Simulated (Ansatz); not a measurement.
I need a formation energy from the elements of Mg2NCl and its elements. Use Ansatz 0.2.0, Python API. Settings (first run): r2SCAN, PAW, cutoff 550 eV, 7×7×7 k-points, Fermi-Dirac smearing of 0.05 eV.

Script `run_formation.py`:
```python
"""Is Mg2NCl bound against its elements, after relaxing cells and atoms."""

from collections import Counter
import warnings

import ansatz as az
import numpy as np

GASES = {"N2"}


def solve(name, crystal):
    calc = crystal.calculation()
    calc = calc.functional("r2SCAN")
    calc = calc.basis(550)
    calc = calc.kpoints(spacing=0.33).occupations("fermi_dirac", width=0.05)
    calc = calc.stress()
    if name in GASES:
        return calc.kpoints(1, 1, 1).relax(force_tolerance=0.02, max_steps=60).run(threads=1)
    calc = calc.relax(force_tolerance=0.02, max_steps=60, cell=True)
    return calc.run(threads=1)


def counts(outcome):
    return Counter(site.symbol for site in outcome.lattice.sites)

def formation_energy(outcome, mu):
    n = counts(outcome)
    return (outcome.report["energy_sigma0_ev"] - sum(k * mu[element] for element, k in n.items())) / sum(n.values())


def volume_per_atom(outcome):
    return abs(np.linalg.det(outcome.lattice.cell_ang)) / len(outcome.lattice.sites)


def main() -> None:
    warnings.simplefilter("ignore", az.DeckWarning)

    phases = {}
    mg2ncl = (
        az.Lattice.from_parameters(6.301811, 6.301811, 6.301811, alpha=30.55831, beta=30.55831, gamma=30.55831)
        .atom("Mg", [0.22282, 0.22282, 0.22282])
        .atom("Mg", [0.77719, 0.77719, 0.77719])
        .atom("N", [0.5, 0.5, 0.5])
        .atom("Cl", [0.0, 0.0, 0.0])
    )
    phases["Mg2NCl"] = mg2ncl
    mg = (
        az.Lattice.from_parameters(3.2093, 3.2093, 5.2103, alpha=90, beta=90, gamma=120)
        .space_group(194)
        .atom("Mg", [1 / 3, 2 / 3, 0.25])
    )
    phases["Mg"] = mg
    n2 = (
        az.Lattice.from_parameters(9.0, 9.5, 10.0, alpha=90.0, beta=90.0, gamma=90.0)
        .atom("N", [0.5, 0.5, 0.4445])
        .atom("N", [0.5, 0.5, 0.5555])
    )
    phases["N2"] = n2
    cl = (
        az.Lattice.from_parameters(3.866979, 3.866979, 8.21, alpha=90.0, beta=90.0, gamma=71.16148)
        .atom("Cl", [0.87, 0.13, 0.1])
        .atom("Cl", [0.63, 0.37, 0.6])
        .atom("Cl", [0.13, 0.87, 0.9])
        .atom("Cl", [0.37, 0.63, 0.4])
    )
    phases["Cl"] = cl

    done = {name: solve(name, crystal) for name, crystal in phases.items()}

    # chemical potentials of the elements at zero temperature
    references = {"Mg": "Mg", "N": "N2", "Cl": "Cl"}
    mu = {element: done[name].report["energy_sigma0_ev"] / len(done[name].lattice.sites) for element, name in references.items()}

    target = done["Mg2NCl"]
    heat = formation_energy(target, mu)
    n = counts(target)
    print("cell content:", dict(n), " volume", round(volume_per_atom(target), 3), "A^3/atom")
    print("formation energy", round(heat, 4), "eV/atom,", round(heat * sum(n.values()), 4), "eV per cell")
    print("bound against the elements" if heat < 0 else "unbound against the elements")
    # gas references are bare DFT energies, without zero-point or fitted corrections


if __name__ == "__main__":
    main()
```

```console
$ python run_formation.py
cell content: {<Element.MG: 'Mg'>: 2, <Element.N: 'N'>: 1, <Element.CL: 'Cl'>: 1}  volume 13.942 A^3/atom
formation energy -1.3503 eV/atom, -5.401 eV per cell
bound against the elements
```

Caveats:
- For the metals among these phases the mesh is modest: differences between phases can be off by up to 40 meV an atom.
- The program warned that this SCF threshold is loose for forces or stresses.
- The cells come from databases of deposited and of computed structures, and not all need be stable phases.
- The compound is the structure given, not necessarily its lowest; energies are at zero temperature, with no correction for gases. A semilocal functional's error on such energies is often 0.05 to 0.1 eV an atom, and 0.1 to 0.3 eV against gases such as O2 or F2.
- The script silences the warnings on its input, which a real study should read.
- Timing: 3 min on 1 thread of Arm Neoverse V1 (shared host), peak memory 2.4 GiB.
